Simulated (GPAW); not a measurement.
Cd2S, 3 atoms in the cell. It takes space group P3m1 (No. 156, trigonal). Conventional cell: a = 3.963 Å, b = 3.963 Å, c = 5.809 Å, α = 90.00°, β = 90.00°, γ = 120.00°. Around Cd (site symmetry 3m) lie 1 S at 2.52 Å. Cd (site symmetry 3m) has 3 S at 2.60 Å as nearest neighbours. S (site symmetry 3m) is surrounded by 4 Cd at 2.52 to 2.60 Å. The cell comes from a database or a generator and needn't be the stable form of this composition.

```yaml
Program: GPAW 26.7.0
Task: optical spectrum by the Bethe-Salpeter equation
Functional: PBE
Potentials_or_basis: GPAW PAW data sets (gpaw-data 1.2.1)
Cutoff: 450 eV
Basis: pw
k_mesh: 6 × 6 × 4
Occupations: fermi-dirac, width 0.001 eV
Spin: no spin polarisation
Valence_bands: 3
Conduction_bands: 3
Response_ecut: 40 eV
Maxiter: 150
Response_k_mesh: 4 × 4 × 3
Bse_mode: BSE
Integrate_gamma: sphere
Scissors: 0.48 eV
Scissors_from: G0W0 less DFT direct gap, same cell and functional
Eta: 0.1 eV
Direction: 0
Response_bands: 75
```

Potentials or basis: GPAW PAW data sets (gpaw-data 1.2.1), pw.

The run is started by

```console
$ OMP_NUM_THREADS=1 python run.py
```

Hardware: 1 thread of Arm Neoverse V2 (shared host).

Task: Estimate the wall time of this run.

Result: Wall time 110 s on 1 thread of Arm Neoverse V2, with other jobs on the host, peak memory 0.33 GiB. Counts: scf iterations 36, plane waves 1731, bands 26, k points 24.
